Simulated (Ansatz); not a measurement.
# InSe2: the cost of one run

Computed with Ansatz 0.2.0 (DFT PBEsol, scalar-relativistic, plane waves, PAW, unless a step's input says otherwise).

2 further runs of the same task are left out: 1 that didn't finish, 1 set aside as unsound or not needed.

## Step 1: The system as given

It takes space group P4/nmm (No. 129, tetragonal). The conventional cell has a = 3.833 Å, b = 3.833 Å, c = 9.341 Å, α = 90.00°, β = 90.00°, γ = 90.00°. In (site symmetry 4mm) is surrounded by 5 Se at 2.79 to 3.16 Å. Around Se (site symmetry 4mm) lie 5 In at 2.79 to 3.16 Å. Se (site symmetry -4m2) has 4 Se at 2.71 Å as nearest neighbours.

Coordinates:

```cif
data_structure
_symmetry_space_group_name_H-M 'P4/nmm:1'
_symmetry_Int_Tables_number 129
_cell_length_a 3.8328
_cell_length_b 3.8328
_cell_length_c 9.3405
_cell_angle_alpha 90.000
_cell_angle_beta 90.000
_cell_angle_gamma 90.000
_cell_volume 137.21
loop_
_atom_site_label
_atom_site_type_symbol
_atom_site_symmetry_multiplicity
_atom_site_Wyckoff_symbol
_atom_site_fract_x
_atom_site_fract_y
_atom_site_fract_z
_atom_site_occupancy
In1 In 2 c 0.00000 0.50000 0.70511 1
Se1 Se 2 c 0.00000 0.50000 0.36699 1
Se2 Se 2 a 0.00000 0.00000 0.00000 1
```

It goes back to an entry of the Materials Project, which need not be the stable form.

This cell was relaxed beforehand with the same method: volume 22.87 Å³/atom, gap on the mesh none (metal).

## Step 2: Zero of energy

Reference values: F = -32749.0273 eV; pressure -0.14 GPa; largest force 0.017 eV/Å; gap on the mesh none (metal). It was computed beforehand with the settings of the runs below.

## Step 3: Setting up a two-dimensional strain map

The cell is strained by p along both x and y and by q along z, with fractional coordinates fixed.

## Step 4: p = -0.080, q = -0.080

Contents of input.yaml:

```yaml
crystal:
  lattice:
    - [3.5261623355, 0.0, 0.0]
    - [0.0, 3.5261623355, 0.0]
    - [0.0, 0.0, 8.5932721433]
  atoms:
    - { symbol: In, position: [0.0, 0.5, 0.7051148767] }
    - { symbol: In, position: [0.5, 0.0, 0.2948851233] }
    - { symbol: Se, position: [0.0, 0.5, 0.3669879178] }
    - { symbol: Se, position: [0.5, 0.0, 0.6330120822] }
    - { symbol: Se, position: [0.0, 0.0, 0.0] }
    - { symbol: Se, position: [0.5, 0.5, 0.0] }
basis:
  ecutwfc: 420
kpoints:
  mp_grid: { grid: [12, 12, 6] }
hamiltonian:
  xc: pbesol
scf:
  occupations: { method: gaussian, width: 0.15 }
output:
  forces: true
  stress: true
  eigenvalues: true
```

Launch:

```
$ ansatz run input.yaml --threads 2 --pin off --max-ram 5120MiB --backend cpu --events-out ev --progress --plain --runs-dir out
```

**Question.** How long does this run take on 2 threads of Intel Xeon 6975P-C (Granite Rapids), shared host, and how much memory does it need?

About 10 s, with a peak of 0.75 GiB.
